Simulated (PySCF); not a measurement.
# C2H7BrSi: the cost of one run

Programs: PySCF 2.14.0, with density-fitted response routines of our own. Each step states its level of theory. These are calculated values for one molecule in the gas phase, unless marked as measured. Atoms count from 0, in the outputs and in this text.

### Step 1. Starting geometry

11 atoms, charge 0, multiplicity 1; geometry from: GFN2-xTB. The atoms were then displaced at random by about 0.01 Å, so the start is not that level's minimum.

Bonds of the start (Å): C0–Si1 1.87, Si1–C2 1.90, C2–Br3 1.99, C0–H4 1.11, C0–H5 1.08, C0–H6 1.08, Si1–H7 1.46, Si1–H8 1.44, C2–H9 1.11, C2–H10 1.08.

### Step 2. Geometry optimisation at PBE0-D3(BJ)/def2-SVP

The job: settings as JSON, then the geometry in Å.

```
{"job": {"xc": "PBE0", "basis": "def2-SVP", "d3": "d3bj", "grid": 1, "shake": 0.01, "kind": "geom"}, "charge": 0, "multiplicity": 1}
C     -1.574400     0.087790     0.450370
Si    -0.073400    -0.640510    -0.389370
C      1.396730     0.509280    -0.024970
Br     3.052740    -0.225930    -0.858230
H     -1.776160     1.127900     0.110780
H     -1.501140     0.129090     1.525800
H     -2.469080    -0.468940     0.203820
H      0.267440    -1.952730     0.153750
H     -0.219340    -0.693280    -1.824110
H      1.642430     0.592320     1.053630
H      1.292300     1.509170    -0.417120
```

On the command line:

```
OMP_NUM_THREADS=1 python probes_run.py task.json out
```

The driver reads the jobs from task.json and runs them one after another.

Q: Estimate the wall time and peak memory of this first job on 1 thread of Arm Neoverse V2, shared host.

About 29 s, with a peak of 0.48 GiB.
